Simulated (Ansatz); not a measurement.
# BCl₃FH (built from SMILES Cl.FB(Cl)Cl): search for a transition state

Aim: find the saddle point of a four-centre ligand exchange that is to form B1–Cl6, F2–H5 and break B1–F2, H5–Cl6, prove it by its vibrations, and relax downhill on both sides to see what it joins.

Computed with Ansatz 0.2.0, Gaussian basis. Level: PBE0-D4, def2-SVP first, then def2-TZVP.

152 further runs of the same task are left out: 152 set aside as unsound or not needed.

### Step 1. The system as given

The guess: 6 atoms, charge 0, spin multiplicity 1.

Atoms are counted from 1 here; the program's logs count them from 0.

Bond lengths: B1–Cl3 1.713 Å, B1–Cl4 1.713 Å, B1–Cl6 1.991 Å, H5–Cl6 1.567 Å. Angles: Cl3–B1–Cl4 124.4°, Cl3–B1–Cl6 114.1°, Cl4–B1–Cl6 114.1°, B1–Cl6–H5 67.9°.

As a file:

| atom | x (Å) | y (Å) | z (Å) |
| --- | --- | --- | --- |
| B1 | 0.01640 | -0.52830 | 0.19110 |
| F2 | -1.04880 | 0.86960 | -0.35350 |
| Cl3 | -0.16710 | -1.76260 | -0.98250 |
| Cl4 | -0.27550 | -0.73520 | 1.86640 |
| H5 | 0.02250 | 1.37030 | -0.49330 |
| Cl6 | 1.45250 | 0.78610 | -0.22820 |

Distances that are to change: B1–Cl6 1.99 Å, F2–H5 1.19 Å, B1–F2 1.84 Å, H5–Cl6 1.57 Å.

### Step 2. Relaxing the guess with the reacting distances held

Input file hold/in.yaml:

```yaml
crystal:
  periodic: [false, false, false]
  atoms:
    - {symbol: B, position_ang: [0.016400, -0.528300, 0.191100]}
    - {symbol: F, position_ang: [-1.048800, 0.869600, -0.353500]}
    - {symbol: Cl, position_ang: [-0.167100, -1.762600, -0.982500]}
    - {symbol: Cl, position_ang: [-0.275500, -0.735200, 1.866400]}
    - {symbol: H, position_ang: [0.022500, 1.370300, -0.493300]}
    - {symbol: Cl, position_ang: [1.452500, 0.786100, -0.228200]}
basis:
  gaussian: {orbitals: def2-SVP}
hamiltonian: {xc: pbe0, dispersion: d4}
relax: {f_tol: 0.04, max_steps: 150, escape_saddle: false, constraints: [{distance: [0, 5]}, {distance: [1, 4]}, {distance: [0, 1]}, {distance: [4, 5]}]}
```

Command:

```console
$ ansatz run in.yaml --threads 4 --pin off --events-out ev --progress --plain --max-ram 9574MiB
```

The runs that follow: A starting Hessian; Saddle search in the small basis; Saddle search in triple zeta; Vibrations at the point found; Relaxing after a step of 0.30 Å one way along the mode; Relaxing after a step of 0.30 Å the other way along the mode.

What does the calculation give? Wanted: imaginary mode; barrier from the start side; barrier from the end side; energy of the step; pairs that change; zero-point energy at the saddle.

The runs gave:

| quantity | value |
| --- | --- |
| imaginary mode | 863i cm⁻¹ |
| barrier from the start side | 123.4 kJ/mol |
| barrier from the end side | 67.1 kJ/mol |
| energy of the step | +56.3 kJ/mol |
| pairs that change | B1–Cl6 formed, F2–H5 formed, B1–F2 broken, H5–Cl6 broken |
| zero-point energy at the saddle | 0.434 eV |

What this shows: The point has a single imaginary mode (863i cm⁻¹), as a transition state must. The two relaxations end on the structures that were planned. At PBE0-D4/def2-TZVP the electronic barrier is 123.4 kJ/mol, about 50 kT at 298 K, and the step runs 56.3 kJ/mol uphill. A step off the saddle overshot and began above it in energy, so the link to its end is likely but not proven. The ends are the nearest minima, not always the lowest complexes.
